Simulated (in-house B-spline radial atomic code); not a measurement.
# Cs⁹⁺: binding energies from hole states

Wanted: ΔSCF binding energies of Cs⁹⁺.

Program: in-house B-spline radial atomic code version 1. Level of theory: Dirac-Hartree-Fock, average of configuration, Fermi nucleus, basis-set limit. These are calculated values, not measurements, unless marked.

### Step 1. What is computed

```
element       : caesium (Z = 55)
charge        : +9
electrons     : 46
configuration : [Kr] 4d10
Hamiltonian   : Dirac-Coulomb
nucleus       : Fermi, rms radius 4.804 fm
```

Outer shells as boxes (Hund's rule):

[Kr] 4d10
```
[Kr] core
4d [↑↓][↑↓][↑↓][↑↓][↑↓]
```

Settings of the run:

```ini
Z = 55
electrons = 46.0
configuration = [Kr] 4d10
hamiltonian = dirac
method = hf
spin_polarised = False
nucleus = fermi
rms_radius = 4.8041
mass_number = 133
atomic_mass = 132.905451958
speed_of_light = 137.035999084
```

This reference run was done before. Its total energy is -7766.904502 hartree, and its levels are (the highest eight at most):

| orbital | occupation | energy (eV) | <r> (bohr) |
| --- | --- | --- | --- |
| 3p3/2 | 4 | -1153.24 | 0.2991 |
| 3d3/2 | 4 | -892.86 | 0.2703 |
| 3d5/2 | 6 | -878.31 | 0.2739 |
| 4s1/2 | 2 | -377.37 | 0.6930 |
| 4p1/2 | 2 | -321.24 | 0.7170 |
| 4p3/2 | 4 | -306.76 | 0.7410 |
| 4d3/2 | 4 | -212.88 | 0.8073 |
| 4d5/2 | 6 | -210.39 | 0.8164 |

### Step 2. The 1s hole

The settings differ from step 1 so:

```diff
@@ -1,4 +1,4 @@
 Z = 55
-electrons = 46.0
-configuration = [Kr] 4d10
+electrons = 45.0
+configuration = 1s1 2s2 2p6 3s2 3p6 3d10 4s2 4p6 4d10
 hamiltonian = dirac
```

From the run's result record (rounded, not every field):

```text
{
  "status": "converged",
  "scf [iteration, energy, orbital gradient]": [
    [1, -6395.87600469, 1.59],
    [2, -6428.59289935, 0.603],
    [3, -6433.89579217, 0.198],
    [4, -6434.43729979, 0.0672],
    [5, -6434.49034905, 0.0223],
    [6, -6434.49845474, 0.00131],
    [7, -6434.49846892, 9.76e-05],
    [8, -6434.49846901, 5.75e-06],
    [9, -6434.49846901, 3.52e-07]
  ],
  "energy [hartree]": {"total": -6434.49846901, "kinetic": 6814.47727062, "nuclear": -15704.6159578, "coulomb": 2604.95135109, "exact_exchange": -149.311132941},
  "breit [hartree]": {"gaunt": 3.381894, "retardation": -0.4554582, "frequency_dependence": -0.03951604},
  "qed [hartree]": {"self_energy": 2.784274, "uehling": -0.3816905, "wichmann_kroll": 0.009325889},
  "recoil [hartree]": 0.01868349,
  "total_with_corrections [hartree]": -6429.18095688,
  "orbitals [hartree, bohr; first row names the columns]": [
    ["name", "occ", "eps", "<r>"],
    ["1s1/2", 1.0, -1366.3714, 0.026021],
    ["2s1/2", 2.0, -225.06627, 0.11011],
    ["2p1/2", 2.0, -213.76874, 0.092356],
    ["2p3/2", 4.0, -199.94834, 0.098223],
    ["3s1/2", 2.0, -53.383333, 0.29219],
    ["3p1/2", 2.0, -48.131102, 0.28115],
    ["3p3/2", 4.0, -45.389854, 0.29254],
    ["3d3/2", 4.0, -35.675755, 0.26309],
    ["3d5/2", 6.0, -35.087703, 0.26674],
    ["4s1/2", 2.0, -15.264526, 0.67529],
    ["4p1/2", 2.0, -13.210225, 0.69367],
    ["4p3/2", 4.0, -12.625448, 0.71708],
    ["4d3/2", 4.0, -9.0383184, 0.77194],
    ["4d5/2", 6.0, -8.933564, 0.78074]
  ],
  "sum_r [bohr^k]": {"-1": 285.5414, "1": 19.17193, "2": 13.09365},
  "energy_minus_base [hartree]": 1332.40603,
  "energy_minus_base_with_corrections [hartree]": 1327.58754
}
```

Wall time 0.71 s (1 thread, shared host).

energy_minus_base is the energy less that of the reference run.

### Step 3. The 2s hole

The settings differ from step 2 so:

```diff
@@ -2,3 +2,3 @@
 electrons = 45.0
-configuration = 1s1 2s2 2p6 3s2 3p6 3d10 4s2 4p6 4d10
+configuration = 1s2 2s1 2p6 3s2 3p6 3d10 4s2 4p6 4d10
 hamiltonian = dirac
```

Results of the run:

```text
{
  "status": "converged",
  "scf [iteration, energy, orbital gradient]": [
    [1, -7514.7221488, 1.59],
    [2, -7545.56208814, 0.666],
    [3, -7550.41165936, 0.195],
    [4, -7550.91360926, 0.0667],
    [5, -7550.9639609, 0.0258],
    [6, -7550.97140246, 0.00153],
    [7, -7550.97142443, 4.64e-05],
    [8, -7550.97142446, 4.79e-06],
    [9, -7550.97142446, 3.53e-07]
  ],
  "energy [hartree]": {"total": -7550.97142446, "kinetic": 8023.94216672, "nuclear": -18082.8318875, "coulomb": 2680.7363213, "exact_exchange": -172.818025025},
  "breit [hartree]": {"gaunt": 6.524085, "retardation": -0.6862624, "frequency_dependence": -0.07420079},
  "qed [hartree]": {"self_energy": 4.444594, "uehling": -0.6271386, "wichmann_kroll": 0.01533157},
  "recoil [hartree]": 0.02054996,
  "total_with_corrections [hartree]": -7541.35446588,
  "orbitals [hartree, bohr; first row names the columns]": [
    ["name", "occ", "eps", "<r>"],
    ["1s1/2", 2.0, -1342.6259, 0.026103],
    ["2s1/2", 1.0, -222.88649, 0.11147],
    ["2p1/2", 2.0, -209.46594, 0.093553],
    ["2p3/2", 4.0, -196.28956, 0.099355],
    ["3s1/2", 2.0, -52.936418, 0.29368],
    ["3p1/2", 2.0, -47.640705, 0.28338],
    ["3p3/2", 4.0, -44.992434, 0.29456],
    ["3d3/2", 4.0, -35.653434, 0.264],
    ["3d5/2", 6.0, -35.079339, 0.26758],
    ["4s1/2", 2.0, -15.179114, 0.67838],
    ["4p1/2", 2.0, -13.12058, 0.69765],
    ["4p3/2", 4.0, -12.553615, 0.72062],
    ["4d3/2", 4.0, -9.0412291, 0.77261],
    ["4d5/2", 6.0, -8.9386886, 0.78121]
  ],
  "sum_r [bohr^k]": {"-1": 328.7835, "1": 19.15426, "2": 13.15099},
  "energy_minus_base [hartree]": 215.933077,
  "energy_minus_base_with_corrections [hartree]": 215.414033
}
```

Wall time 0.71 s (1 thread, shared host).

### Step 4. The 2p1/2 hole

In configurations, a minus sign after the shell means j = l − 1/2 and a plus sign j = l + 1/2; the count of electrons follows.

The settings differ from step 3 so:

```diff
@@ -2,3 +2,3 @@
 electrons = 45.0
-configuration = 1s2 2s1 2p6 3s2 3p6 3d10 4s2 4p6 4d10
+configuration = 1s2 2s2 2p-1 2p+4 3s2 3p6 3d10 4s2 4p6 4d10
 hamiltonian = dirac
```

Results of the run:

```text
{
  "status": "converged",
  "scf [iteration, energy, orbital gradient]": [
    [1, -7527.5921689, 1.59],
    [2, -7558.72601516, 0.648],
    [3, -7563.66047032, 0.196],
    [4, -7564.17017275, 0.0669],
    [5, -7564.22107011, 0.0254],
    [6, -7564.22864102, 0.00152],
    [7, -7564.22866246, 5e-05],
    [8, -7564.22866249, 4.08e-06],
    [9, -7564.22866249, 3.09e-07]
  ],
  "energy [hartree]": {"total": -7564.22866249, "kinetic": 8040.15134884, "nuclear": -18102.1643523, "coulomb": 2671.07785634, "exact_exchange": -173.293515341},
  "breit [hartree]": {"gaunt": 6.267921, "retardation": -0.6437307, "frequency_dependence": -0.0711982},
  "qed [hartree]": {"self_energy": 4.698913, "uehling": -0.6602566, "wichmann_kroll": 0.01612507},
  "recoil [hartree]": 0.02179499,
  "total_with_corrections [hartree]": -7554.59909352,
  "orbitals [hartree, bohr; first row names the columns]": [
    ["name", "occ", "eps", "<r>"],
    ["1s1/2", 2.0, -1344.4159, 0.026083],
    ["2s1/2", 2.0, -222.5884, 0.11094],
    ["2p1/2", 1.0, -211.08988, 0.093969],
    ["2p3/2", 4.0, -197.42992, 0.099148],
    ["3s1/2", 2.0, -53.086417, 0.29346],
    ["3p1/2", 2.0, -47.581029, 0.28305],
    ["3p3/2", 4.0, -45.087547, 0.29409],
    ["3d3/2", 4.0, -35.586956, 0.26421],
    ["3d5/2", 6.0, -35.145534, 0.26704],
    ["4s1/2", 2.0, -15.206558, 0.6775],
    ["4p1/2", 2.0, -13.10904, 0.69792],
    ["4p3/2", 4.0, -12.570817, 0.71977],
    ["4d3/2", 4.0, -9.0289882, 0.77335],
    ["4d5/2", 6.0, -8.9482714, 0.78029]
  ],
  "sum_r [bohr^k]": {"-1": 329.1353, "1": 19.15815, "2": 13.13967},
  "energy_minus_base [hartree]": 202.675839,
  "energy_minus_base_with_corrections [hartree]": 202.169405
}
```

Run time: 0.7 s. Hardware: 1 thread, shared host.

### Step 5. The 2p3/2 hole

The settings differ from step 4 so:

```diff
@@ -2,3 +2,3 @@
 electrons = 45.0
-configuration = 1s2 2s2 2p-1 2p+4 3s2 3p6 3d10 4s2 4p6 4d10
+configuration = 1s2 2s2 2p-2 2p+3 3s2 3p6 3d10 4s2 4p6 4d10
 hamiltonian = dirac
```

Results of the run:

```text
{
  "status": "converged",
  "scf [iteration, energy, orbital gradient]": [
    [1, -7540.67505114, 1.59],
    [2, -7571.69921751, 0.636],
    [3, -7576.60498596, 0.195],
    [4, -7577.11191939, 0.0668],
    [5, -7577.16259455, 0.0242],
    [6, -7577.17012064, 0.00155],
    [7, -7577.17014326, 4.98e-05],
    [8, -7577.17014329, 4.21e-06],
    [9, -7577.1701433, 3.69e-07]
  ],
  "energy [hartree]": {"total": -7577.17014329, "kinetic": 8081.75729825, "nuclear": -18159.8690607, "coulomb": 2674.72385109, "exact_exchange": -173.782231923},
  "breit [hartree]": {"gaunt": 6.434601, "retardation": -0.6438753, "frequency_dependence": -0.05740892},
  "qed [hartree]": {"self_energy": 4.676683, "uehling": -0.6614004, "wichmann_kroll": 0.01615613},
  "recoil [hartree]": 0.02169798,
  "total_with_corrections [hartree]": -7567.38369006,
  "orbitals [hartree, bohr; first row names the columns]": [
    ["name", "occ", "eps", "<r>"],
    ["1s1/2", 2.0, -1343.6064, 0.026087],
    ["2s1/2", 2.0, -222.40585, 0.11099],
    ["2p1/2", 2.0, -210.42169, 0.093436],
    ["2p3/2", 3.0, -197.32828, 0.099843],
    ["3s1/2", 2.0, -53.06788, 0.29355],
    ["3p1/2", 2.0, -47.717372, 0.28304],
    ["3p3/2", 4.0, -44.993197, 0.294],
    ["3d3/2", 4.0, -35.704845, 0.26361],
    ["3d5/2", 6.0, -35.053634, 0.26761],
    ["4s1/2", 2.0, -15.203424, 0.67764],
    ["4p1/2", 2.0, -13.134735, 0.69703],
    ["4p3/2", 4.0, -12.553487, 0.72052],
    ["4d3/2", 4.0, -9.0491006, 0.77191],
    ["4d5/2", 6.0, -8.9341178, 0.78145]
  ],
  "sum_r [bohr^k]": {"-1": 330.1844, "1": 19.15759, "2": 13.14462},
  "energy_minus_base [hartree]": 189.734359,
  "energy_minus_base_with_corrections [hartree]": 189.384809
}
```

Run time: 0.7 s. Hardware: 1 thread, shared host.

### Step 6. The 3s hole

The settings differ from step 5 so:

```diff
@@ -2,3 +2,3 @@
 electrons = 45.0
-configuration = 1s2 2s2 2p-2 2p+3 3s2 3p6 3d10 4s2 4p6 4d10
+configuration = 1s2 2s2 2p6 3s1 3p6 3d10 4s2 4p6 4d10
 hamiltonian = dirac
```

Results of the run:

```text
{
  "status": "converged",
  "scf [iteration, energy, orbital gradient]": [
    [1, -7683.76478581, 1.71],
    [2, -7712.27751198, 0.737],
    [3, -7716.39441047, 0.227],
    [4, -7716.83053211, 0.0684],
    [5, -7716.87600028, 0.028],
    [6, -7716.88237298, 0.00183],
    [7, -7716.88239528, 5.21e-05],
    [8, -7716.88239531, 3.76e-06],
    [9, -7716.88239531, 3.66e-07]
  ],
  "energy [hartree]": {"total": -7716.88239531, "kinetic": 8214.32355777, "nuclear": -18481.5656069, "coulomb": 2730.42651108, "exact_exchange": -180.066857298},
  "breit [hartree]": {"gaunt": 6.804702, "retardation": -0.7066427, "frequency_dependence": -0.07190488},
  "qed [hartree]": {"self_energy": 4.634795, "uehling": -0.6531673, "wichmann_kroll": 0.01595996},
  "recoil [hartree]": 0.02117704,
  "total_with_corrections [hartree]": -7706.83747572,
  "orbitals [hartree, bohr; first row names the columns]": [
    ["name", "occ", "eps", "<r>"],
    ["1s1/2", 2.0, -1337.6296, 0.026102],
    ["2s1/2", 2.0, -219.56623, 0.1116],
    ["2p1/2", 2.0, -206.59309, 0.094071],
    ["2p3/2", 4.0, -193.57975, 0.099909],
    ["3s1/2", 1.0, -52.620529, 0.29716],
    ["3p1/2", 2.0, -46.807634, 0.28608],
    ["3p3/2", 4.0, -44.215683, 0.29742],
    ["3d3/2", 4.0, -34.926779, 0.2678],
    ["3d5/2", 6.0, -34.381598, 0.27136],
    ["4s1/2", 2.0, -15.101934, 0.68068],
    ["4p1/2", 2.0, -13.049027, 0.70166],
    ["4p3/2", 4.0, -12.486581, 0.72464],
    ["4d3/2", 4.0, -8.988028, 0.77818],
    ["4d5/2", 6.0, -8.8883996, 0.78666]
  ],
  "sum_r [bohr^k]": {"-1": 336.0334, "1": 19.11743, "2": 13.25237},
  "energy_minus_base [hartree]": 50.0221065,
  "energy_minus_base_with_corrections [hartree]": 49.931023
}
```

Run time: 0.7 s. Hardware: 1 thread, shared host.

### Step 7. The 3p1/2 hole

The settings differ from step 6 so:

```diff
@@ -2,3 +2,3 @@
 electrons = 45.0
-configuration = 1s2 2s2 2p6 3s1 3p6 3d10 4s2 4p6 4d10
+configuration = 1s2 2s2 2p6 3s2 3p-1 3p+4 3d10 4s2 4p6 4d10
 hamiltonian = dirac
```

Results of the run:

```text
{
  "status": "converged",
  "scf [iteration, energy, orbital gradient]": [
    [1, -7689.15880915, 1.59],
    [2, -7717.79807341, 0.753],
    [3, -7721.92719902, 0.224],
    [4, -7722.36638533, 0.0703],
    [5, -7722.41229257, 0.028],
    [6, -7722.41870367, 0.00167],
    [7, -7722.41872609, 4.77e-05],
    [8, -7722.41872612, 3.34e-06],
    [9, -7722.41872612, 3.81e-07]
  ],
  "energy [hartree]": {"total": -7722.41872612, "kinetic": 8220.79687901, "nuclear": -18491.0127633, "coulomb": 2728.25187202, "exact_exchange": -180.454713791},
  "breit [hartree]": {"gaunt": 6.760517, "retardation": -0.6992346, "frequency_dependence": -0.07169401},
  "qed [hartree]": {"self_energy": 4.687575, "uehling": -0.6599094, "wichmann_kroll": 0.01612113},
  "recoil [hartree]": 0.0214228,
  "total_with_corrections [hartree]": -7712.36392783,
  "orbitals [hartree, bohr; first row names the columns]": [
    ["name", "occ", "eps", "<r>"],
    ["1s1/2", 2.0, -1337.88, 0.0261],
    ["2s1/2", 2.0, -219.78204, 0.11146],
    ["2p1/2", 2.0, -206.59391, 0.094172],
    ["2p3/2", 4.0, -193.73757, 0.09988],
    ["3s1/2", 2.0, -52.322088, 0.29587],
    ["3p1/2", 1.0, -47.171641, 0.28753],
    ["3p3/2", 4.0, -44.427685, 0.29714],
    ["3d3/2", 4.0, -34.803318, 0.26762],
    ["3d5/2", 6.0, -34.471, 0.2712],
    ["4s1/2", 2.0, -15.135686, 0.68084],
    ["4p1/2", 2.0, -13.015295, 0.7014],
    ["4p3/2", 4.0, -12.497857, 0.72419],
    ["4d3/2", 4.0, -8.9851545, 0.77832],
    ["4d5/2", 6.0, -8.8932472, 0.7862]
  ],
  "sum_r [bohr^k]": {"-1": 336.2052, "1": 19.1202, "2": 13.24868},
  "energy_minus_base [hartree]": 44.4857757,
  "energy_minus_base_with_corrections [hartree]": 44.4045709
}
```

Run time: 0.75 s. Hardware: 1 thread, shared host.

Radial density 4πr²n(r) and radial functions P(r) = rR(r):

| r (bohr) | 4πr²n | 3p3/2 | 4d5/2 |
| --- | --- | --- | --- |
| 0.00201 | 7.296 | 0.0083 | 0.0000 |
| 0.00294 | 13.22 | 0.0170 | 0.0001 |
| 0.00430 | 22.84 | 0.0345 | 0.0002 |
| 0.00629 | 36.86 | 0.0688 | 0.0006 |
| 0.00920 | 53.85 | 0.1337 | 0.0018 |
| 0.0135 | 68.49 | 0.2514 | 0.0051 |
| 0.0197 | 72.49 | 0.4430 | 0.0142 |
| 0.0288 | 65.46 | 0.7192 | 0.0374 |
| 0.0421 | 64.58 | 1.0229 | 0.0921 |
| 0.0615 | 83.26 | 1.1632 | 0.2049 |
| 0.0900 | 91.57 | 0.8117 | 0.3962 |
| 0.132 | 71.00 | -0.2413 | 0.6205 |
| 0.192 | 72.84 | -1.5160 | 0.6836 |
| 0.281 | 66.39 | -2.0144 | 0.3115 |
| 0.411 | 29.19 | -1.3242 | -0.5082 |
| 0.602 | 31.75 | -0.4140 | -1.1932 |
| 0.880 | 21.53 | -0.0544 | -1.1156 |
| 1.29 | 3.726 | -0.0028 | -0.5273 |
| 1.88 | 0.1381 | -0.0001 | -0.1126 |
| 2.75 | 0.0005471 | 0.0000 | -0.0075 |

On the record's full grid the radial density has clear maxima near r = 0.020, 0.074, 0.23, 0.60 bohr.

X-ray form factor of the spherical density:

| sinθ/λ (1/Å) | f (electrons) |
| --- | --- |
| 0 | 45.000 |
| 0.1 | 44.042 |
| 0.2 | 41.384 |
| 0.3 | 37.580 |
| 0.4 | 33.319 |
| 0.6 | 25.622 |
| 0.8 | 20.496 |
| 1 | 17.472 |
| 1.4 | 13.636 |
| 1.8 | 10.332 |
| 2.5 | 6.547 |
| 4 | 4.032 |
| 6 | 2.205 |

### Step 8. The 3p3/2 hole

The settings differ from step 7 so:

```diff
@@ -2,3 +2,3 @@
 electrons = 45.0
-configuration = 1s2 2s2 2p6 3s2 3p-1 3p+4 3d10 4s2 4p6 4d10
+configuration = 1s2 2s2 2p6 3s2 3p-2 3p+3 3d10 4s2 4p6 4d10
 hamiltonian = dirac
```

Results of the run:

```text
{
  "status": "converged",
  "scf [iteration, energy, orbital gradient]": [
    [1, -7691.84973991, 1.59],
    [2, -7720.37241824, 0.713],
    [3, -7724.46572176, 0.217],
    [4, -7724.90113278, 0.0697],
    [5, -7724.94666984, 0.0258],
    [6, -7724.95302569, 0.00163],
    [7, -7724.95304956, 4.97e-05],
    [8, -7724.95304958, 3.41e-06],
    [9, -7724.95304958, 3.57e-07]
  ],
  "energy [hartree]": {"total": -7724.95304958, "kinetic": 8228.98293791, "nuclear": -18503.504211, "coulomb": 2730.23383891, "exact_exchange": -180.665615449},
  "breit [hartree]": {"gaunt": 6.792252, "retardation": -0.6992166, "frequency_dependence": -0.06870911},
  "qed [hartree]": {"self_energy": 4.683424, "uehling": -0.6601695, "wichmann_kroll": 0.01612815},
  "recoil [hartree]": 0.02139548,
  "total_with_corrections [hartree]": -7714.86794489,
  "orbitals [hartree, bohr; first row names the columns]": [
    ["name", "occ", "eps", "<r>"],
    ["1s1/2", 2.0, -1337.6993, 0.026101],
    ["2s1/2", 2.0, -219.68966, 0.11148],
    ["2p1/2", 2.0, -206.6586, 0.094052],
    ["2p3/2", 4.0, -193.56369, 0.1],
    ["3s1/2", 2.0, -52.285871, 0.29592],
    ["3p1/2", 2.0, -46.982742, 0.28599],
    ["3p3/2", 3.0, -44.436645, 0.29903],
    ["3d3/2", 4.0, -34.95176, 0.26782],
    ["3d5/2", 6.0, -34.305868, 0.27131],
    ["4s1/2", 2.0, -15.132022, 0.68104],
    ["4p1/2", 2.0, -13.056158, 0.70146],
    ["4p3/2", 4.0, -12.475142, 0.72355],
    ["4d3/2", 4.0, -8.9890071, 0.77813],
    ["4d5/2", 6.0, -8.8854434, 0.78693]
  ],
  "sum_r [bohr^k]": {"-1": 336.4324, "1": 19.11662, "2": 13.25214},
  "energy_minus_base [hartree]": 41.9514522,
  "energy_minus_base_with_corrections [hartree]": 41.9005538
}
```

It took 0.71 s on 1 thread, shared host.

### Step 9. What the holes cost

| hole | ΔSCF (eV) | with Breit, QED, recoil (eV) | −ε of the parent (eV) | −ε less ΔSCF (eV) |
| --- | --- | --- | --- | --- |
| 1s | 36256.6 | 36125.5 | 36320.1 | 63.44 |
| 2s | 5875.84 | 5861.71 | 5907.76 | 31.92 |
| 2p1/2 | 5515.09 | 5501.31 | 5550.68 | 35.59 |
| 2p3/2 | 5162.93 | 5153.42 | 5197.05 | 34.12 |
| 3s | 1361.17 | 1358.69 | 1372.87 | 11.70 |
| 3p1/2 | 1210.52 | 1208.31 | 1222.79 | 12.27 |
| 3p3/2 | 1141.56 | 1140.17 | 1153.24 | 11.68 |

Relaxation of the remaining electrons brings each binding energy under −ε, by 63.4 eV for 1s and 11.68 eV for 3p3/2. The difference of the 1s and 2p3/2 holes gives a Kα1 line at 30972.1 eV for this charge state (with Breit, QED and recoil). The spin-orbit splitting of the 2p hole is 347.89 eV with those corrections. Values are for the free ion, measured from the vacuum level.
